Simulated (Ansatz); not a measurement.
# Sn3Te under changes of volume

One of the cells (28.798 Å³/atom); the others are scaled copies at fixed shape and fractional positions:

```
Te Sn
1.0
     4.86562    0.00000    0.00000
     0.00000    4.86562    0.00000
     0.00000    0.00000    4.86562
Te Sn
1 3
Direct
  0.00000 0.00000 0.00000
  0.00000 0.50000 0.50000
  0.50000 0.00000 0.50000
  0.50000 0.50000 0.00000
```

The cell comes from a database or a generator and needn't be the stable form of this composition.

| Property | Result |
| --- | --- |
| Program | Ansatz 0.2.0 |
| Functional | PBE |
| Potentials or basis | Ansatz PAW |
| Cutoff | 420 eV (not typed: the program's choice for these potentials) |
| k mesh | 6 × 6 × 6 |
| Occupations | fermi-dirac, width 0.05 eV |
| Spin | no spin polarisation |

```tsv
volume (Å³/atom)	energy over the lowest point (meV/atom)	pressure (GPa)
27.070	?	?
27.646	9.70	2.3
28.222	3.05	1.3
28.798	0.00	0.3
29.373	0.25	-0.5
29.949	3.46	-1.3
30.525	9.33	-2.0
```

**Question.** What does the run at 27.070 Å³/atom give?

**Answer.** Energy over the lowest point 20.29 meV/atom; pressure 3.5 GPa.

Worked out: A Birch-Murnaghan fit of order 3 (a polynomial in V^(-2/3)) to the other rows has its minimum at 29.04 Å³/atom with B0 = V·E''(V) = 44 GPa and B' = 4.1. It gives 20.39 meV/atom at 27.070 Å³/atom, against the run's 20.29, and -dE/dV = 3.6 GPa, against 3.5.

Energies are extrapolated to zero smearing.
